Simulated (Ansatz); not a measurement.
**BrClH2OSn: rigid scan of one bond length**

How does the energy of BrClH2OSn change as one bond is stretched? The task is a rigid scan of one bond length, for BrClH2OSn. SMILES: [OH][SnH]([Cl])[Br].

Program: the Python package of Ansatz 0.2.0. Level of theory: B3LYP/def2-SVP. These are calculated values, not measurements.

**1. The structure**

Bond lengths: O1–Sn2 1.956 Å, Sn2–Cl3 2.331 Å, Sn2–Br4 2.443 Å, O1–H5 1.050 Å, Sn2–H6 1.761 Å. Angles: O1–Sn2–Cl3 107.7°, O1–Sn2–Br4 110.7°, O1–Sn2–H6 109.5°, Cl3–Sn2–Br4 108.6°, Cl3–Sn2–H6 110.3°, Br4–Sn2–H6 110.2°, Sn2–O1–H5 103.9°.

brclh2osn.xyz, read by the script:

```xyz
6

O     0.47770    0.91680   -1.26200
Sn    0.10080   -0.20630    0.29420
Cl    1.71260   -1.88930    0.35850
Br   -2.10150   -1.24540    0.09540
H    -0.32860    1.58950   -1.28920
H     0.18110    0.77070    1.75690
```

**2. The code**

Contents of run_scan.py:

```python
"""Stretching a bond of BrClH2OSn, the rest held rigid."""

from dataclasses import dataclass
import warnings

import ansatz as az
import matplotlib.pyplot as plt
import numpy as np


@dataclass(frozen=True)
class Settings:
    basis_set: str = "def2-SVP"
    functional: str = "b3lyp"


opts = Settings()

warnings.simplefilter("ignore", az.DeckWarning)

molecule = az.Crystal.molecule_from_extxyz("brclh2osn.xyz")

symbols = [site.symbol for site in molecule.cartesian_sites]
start = np.array([site.position_ang for site in molecule.cartesian_sites])
axis = (start[0] - start[1]) / np.linalg.norm(start[0] - start[1])
moving = [0, 4]
lengths, energies = [1.721, 1.799, 1.878, 1.956, 2.034, 2.112, 2.19, 2.308], []
for length in lengths:
    xyz = start.copy()
    xyz[moving] += (length - np.linalg.norm(start[0] - start[1])) * axis
    point = az.Crystal.molecule()
    for symbol, xyz in zip(symbols, xyz):
        point = point.atom(symbol, xyz.tolist())
    calculation = point.calculation().basis(gaussian=opts.basis_set).functional(opts.functional).accuracy("high")
    summary = calculation.run(threads=1).report
    energies.append(summary["free_energy_ev"])
    print(f"r = {length:6.3f} A  E = {energies[-1]:.5f} eV  <S^2> = {abs(summary['mean_field']['state']['spin_squared']):.3f}")

# quartic fit about the minimum
fit = np.polynomial.Polynomial.fit(lengths, np.array(energies) - min(energies), 4).convert()
roots = [r.real for r in fit.deriv().roots() if abs(r.imag) < 1e-9 and fit.deriv(2)(r.real) > 0]
r_e = min(roots, key=lambda r: abs(r - lengths[int(np.argmin(energies))]))
print(f"minimum of the fit at {r_e:.4f} A, force constant {fit.deriv(2)(r_e):.2f} eV/A^2")
plt.figure(figsize=(4.5, 3))
plt.plot(lengths, np.array(energies) - min(energies), "o-")
plt.xlabel("bond length (A)")
plt.ylabel("E - E(min) (eV)")
plt.tight_layout()
plt.savefig("scan.png", dpi=100)
```

**3. The run**

On the command line:

```console
$ python run_scan.py
```

**Question.** What results will this script give? Wanted: range of energy; lowest point, distance.

**Answer**, as computed:

| quantity | value |
| --- | --- |
| bond length at the fit's minimum | 1.9948 Å |
| runs compared | 8 |
| range of energy | 1.245 eV |
| lowest point, distance (Å) | 2.03 |

In words: The curve has its lowest point inside the range, at 2.03. The ends stand 1.24 and 0.619 eV above it. The distance scanned is the script's pair 1, 0. Reading the output:
- These settings explore the input space; basis and method may be short of convergence.
- The rest of the molecule is held rigid at a force-field or estimated start geometry, and the basis set is modest; single-reference methods fail as a bond breaks.
- def2 sets replace the cores of elements past krypton by effective core potentials.
- b3lyp holds the VWN-RPA fit, as in Gaussian; the form of ORCA and Turbomole is b3lyp5.
